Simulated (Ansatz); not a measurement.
# InSb3 under changes of volume

One of the cells (27.318 Å³/atom); the others are scaled copies at fixed shape and fractional positions:

```
Sb In
1.0
     0.00000    3.79455    3.79455
     3.79455    0.00000    3.79455
     3.79455    3.79455    0.00000
Sb In
3 1
Cartesian
  3.7946 3.7946 3.7946
  5.6918 5.6918 5.6918
  1.8973 1.8973 1.8973
  0.0000 0.0000 0.0000
```

The cell comes from a database or a generator and needn't be the stable form of this composition.

```yaml
Program: Ansatz 0.2.0
Functional: PBEsol
Potentials_or_basis: all-electron LAPW, scalar-relativistic
Cutoff: 170 eV (chosen from the basis error)
Basis_error_allowed: 0.001 eV/atom
k_mesh: 6 × 6 × 6
Occupations: fermi-dirac, width 0.05 eV
Spin: no spin polarisation
```

```tsv
volume (Å³/atom)	energy over the lowest point (meV/atom)	pressure (GPa)
25.679	0.00	0.2
26.226	1.68	-1.0
26.772	7.35	-2.1
27.318	16.43	-3.1
27.865	?	?
28.411	43.21	-4.7
28.957	60.26	-5.3
```

What does the run at 27.865 Å³/atom give?

Energy over the lowest point 28.51 meV/atom; pressure -3.9 GPa.

Worked out: A Birch-Murnaghan fit of order 3 (a polynomial in V^(-2/3)) to the other rows has its minimum at 25.73 Å³/atom with B0 = V·E''(V) = 61 GPa and B' = 5.2. It gives 28.52 meV/atom at 27.865 Å³/atom, against the run's 28.51, and -dE/dV = -3.9 GPa, against -3.9.

Energies are extrapolated to zero smearing.
